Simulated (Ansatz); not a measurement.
# ClHOSi: the cost of one run

Program: Ansatz 0.2.0, Gaussian basis. Level of theory: PBE0-D4/def2-TZVP structures, single points in def2-TZVPP, no counterpoise correction. These are calculated values, not measurements.

Levels: SPW92, PBE-D4, BLYP-D4, r2SCAN-D4, B97M-V, PBE0-D4, B3LYP-D4, r2SCAN0-D4, BHLYP-D4, CAM-B3LYP-D4, wB97X-V, wB97M-V, B2PLYP, PBE-QIDH, RPA on PBE, Hartree-Fock, MP2, CCSD, CCSD(T).

Correlated methods freeze the cores. B3LYP uses VWN-RPA correlation. B2PLYP carries no dispersion term here.

56 further runs of the same task are left out: 56 set aside as unsound or not needed.

## (1) The starting structure

The complex: 6 atoms, charge 0, spin multiplicity 1.

Atoms are counted from 1 here; the program's logs count them from 0.

Bond lengths: Si1–O2 1.661 Å, Si1–Cl5 2.072 Å, O2–H6 0.963 Å, H3–Cl4 1.292 Å. Angles: O2–Si1–Cl5 98.0°, Si1–O2–H6 115.6°.

Geometry (Å):

```xyz
6
charge 0, multiplicity 1
Si    1.5959   -0.9192    0.5051
O     0.2988   -0.5960   -0.4809
H    -1.1511    0.6914   -0.3306
Cl   -2.1738    1.4789   -0.3965
Cl    1.1879    0.4735    1.9838
H     0.2424   -1.1287   -1.2810
```

Its parts: ClHOSi holds atoms 1, 2, 5, 6; HCl holds atoms 3, 4. Each part counts its atoms afresh in its own runs.

## (2) Relaxing ClHOSi alone

The input, relax-a/in.yaml:

```yaml
crystal:
  periodic: [false, false, false]
  atoms:
    - {symbol: Si, position_ang: [1.595933, -0.919163, 0.505055]}
    - {symbol: O, position_ang: [0.298802, -0.595972, -0.480864]}
    - {symbol: Cl, position_ang: [1.187863, 0.473485, 1.983826]}
    - {symbol: H, position_ang: [0.242377, -1.128733, -1.281006]}
basis:
  gaussian: {orbitals: def2-TZVP}
hamiltonian: {xc: pbe0, dispersion: d4}
relax: {f_tol: 0.005, max_steps: 200}
```

The run is started by

```bash
> ansatz run in.yaml --threads 2 --pin off --events-out ev --progress --plain --max-ram 4352MiB
```

**Question.** How long does this run take on 2 threads of Arm Neoverse V2, shared host?

About 8 s.
